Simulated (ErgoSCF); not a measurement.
**PBE/3-21G run of C8H18 (2,2-dimethylhexane)**

What is the vertical electron affinity of C8H18 (2,2-dimethylhexane) at PBE/3-21G? 

Program for the calculation: ErgoSCF 3.8.

4 further runs of the same task are left out: 4 that didn't finish.

## Step 1: The system as given

C8H18: 26 atoms, total charge 0, spin state singlet. As SMILES, `CCCCC(C)(C)C`. The shape is that of a PBE0-D4/def2-TZVP optimisation. This is a higher conformer, about 8 kJ/mol above the lowest found by a separate search.

Some bond lengths: C1–C2 1.518 Å, C2–C3 1.522 Å, C3–C4 1.530 Å, C4–C5 1.538 Å, C5–C6 1.526 Å, C5–C7 1.526 Å, C5–C8 1.527 Å, C1–H9 1.094 Å, C1–H10 1.092 Å, C1–H11 1.094 Å, C2–H12 1.094 Å, C2–H13 1.096 Å, C3–H14 1.095 Å, C3–H15 1.096 Å, C4–H16 1.097 Å, C4–H17 1.096 Å. Some angles: C1–C2–C3 112.8°, C2–C3–C4 114.3°, C3–C4–C5 117.0°, C4–C5–C6 108.0°, C4–C5–C7 111.6°, C4–C5–C8 110.2°, C6–C5–C7 108.9°, C6–C5–C8 108.7°, C7–C5–C8 109.3°, C1–C2–H12 109.6°.

## Step 2: The energy at PBE/3-21G

File mol.xyz:

```xyz
26

C     -0.236700    -2.053800    -2.764200
C     -0.788700    -1.099300    -1.720500
C     -0.172600    -1.310500    -0.344400
C     -0.681100    -0.345200     0.728700
C      0.193800     0.881900     1.035400
C     -0.567500     1.770200     2.015900
C      0.497900     1.684100    -0.226400
C      1.505000     0.446400     1.685300
H      0.841600    -1.919200    -2.889400
H     -0.705200    -1.901100    -3.739200
H     -0.404600    -3.095100    -2.474000
H     -0.628500    -0.066800    -2.045500
H     -1.875000    -1.224800    -1.643400
H     -0.379100    -2.340800    -0.034900
H      0.918600    -1.247700    -0.426200
H     -1.679600     0.006700     0.440800
H     -0.818200    -0.884200     1.672600
H     -1.504800     2.124800     1.577900
H     -0.810800     1.224700     2.932400
H      0.025500     2.645900     2.294700
H      1.083600     2.574400     0.019700
H      1.075700     1.100000    -0.946900
H     -0.421700     2.014800    -0.717100
H      1.317800    -0.107300     2.609900
H      2.094800    -0.193900     1.025000
H      2.119800     1.315900     1.934000
```

The basis set 3-21G is read from a file made from the Basis Set Exchange's data (not shown).

Command:

```
ergo -m mol.xyz -e 'set_nthreads(1)' -e 'scf.use_diagonalization = 1' -e 'charge = 0' -e 'basis = "3-21G"' -e 'scf.max_number_of_iterations = 150' -e 'scf.output_mulliken_pop = 1' -e 'tmpdir = "."' -e 'run "PBE"'
```

Standard output, cut to the lines that bear on the results:

```text
[...]
INDF Weighted mixed functional:
[...]
INSC Energy   1 =       -182.28808630622
[...]
INDE E_LUMO =          0.07293375867
[...]
INSC Energy  15 =       -313.53528797550  ( diff     -0.000000000000341 )
[...]
RESC CONVERGED after  15 iterations.
RESC FINAL ENERGY:       -313.53528797550
[...]
INSC SCF: dipole_moment_x [atomic units] =      -0.00001100
INSC SCF: dipole_moment_y [atomic units] =       0.00501271
INSC SCF: dipole_moment_z [atomic units] =       0.00924999
[...]
```

Wall time 31 s (1 thread of Intel Xeon 6975P-C (Granite Rapids), shared host); peak memory 0.26 GiB.

## Step 3: The doublet anion

File molecule.xyz:

```xyz
26

C     -0.236700    -2.053800    -2.764200
C     -0.788700    -1.099300    -1.720500
C     -0.172600    -1.310500    -0.344400
C     -0.681100    -0.345200     0.728700
C      0.193800     0.881900     1.035400
C     -0.567500     1.770200     2.015900
C      0.497900     1.684100    -0.226400
C      1.505000     0.446400     1.685300
H      0.841600    -1.919200    -2.889400
H     -0.705200    -1.901100    -3.739200
H     -0.404600    -3.095100    -2.474000
H     -0.628500    -0.066800    -2.045500
H     -1.875000    -1.224800    -1.643400
H     -0.379100    -2.340800    -0.034900
H      0.918600    -1.247700    -0.426200
H     -1.679600     0.006700     0.440800
H     -0.818200    -0.884200     1.672600
H     -1.504800     2.124800     1.577900
H     -0.810800     1.224700     2.932400
H      0.025500     2.645900     2.294700
H      1.083600     2.574400     0.019700
H      1.075700     1.100000    -0.946900
H     -0.421700     2.014800    -0.717100
H      1.317800    -0.107300     2.609900
H      2.094800    -0.193900     1.025000
H      2.119800     1.315900     1.934000
```

The basis set 3-21G is read from a file made from the Basis Set Exchange's data (not shown).

Command:

```
ergo -m molecule.xyz -e 'set_nthreads("env")' -e 'scf.output_mulliken_pop = 1' -e 'tmpdir = "."' -e 'basis = "3-21G"' -e 'scf.use_diagonalization = 1' -e 'scf.max_number_of_iterations = 150' -e 'charge = -1' -e 'spin_polarization = 1' -e 'run "PBE"'
```

Standard output, cut to the lines that bear on the results:

```text
[...]
INDF Weighted mixed functional:
[...]
INSC Energy   1 =       -183.94605605098
[...]
INDE E_LUMO =          0.23480511327
[...]
INSC Energy  37 =       -313.38604485812  ( diff     -0.000000000000682 )
[...]
RESC CONVERGED after  37 iterations.
RESC FINAL ENERGY:       -313.38604485812
RESC FINAL <S2> =          0.75043336998
[...]
INSC SCF: dipole_moment_x [atomic units] =      -0.19234238
INSC SCF: dipole_moment_y [atomic units] =      -0.35093753
INSC SCF: dipole_moment_z [atomic units] =      -0.48513250
[...]
```

It took 100 s on 1 thread of Intel Xeon 6975P-C (Granite Rapids), shared host; peak memory 0.61 GiB.

## Step 4: Outcome

At PBE/3-21G:

| quantity | value |
| --- | --- |
| singlet C8H18: total energy | -313.53529 Eh |
| singlet C8H18: dipole moment | 0.03 D |
| doublet anion: total energy | -313.38604 Eh |
| doublet anion: ⟨S²⟩ | 0.750 |
| vertical electron affinity (to the doublet anion) | -4.061 eV |

What this shows: The anion lies 4.06 eV (392 kJ/mol) above the neutral: the electron isn't bound at this level, and such a value depends on the basis. Without diffuse functions anions come out too high.
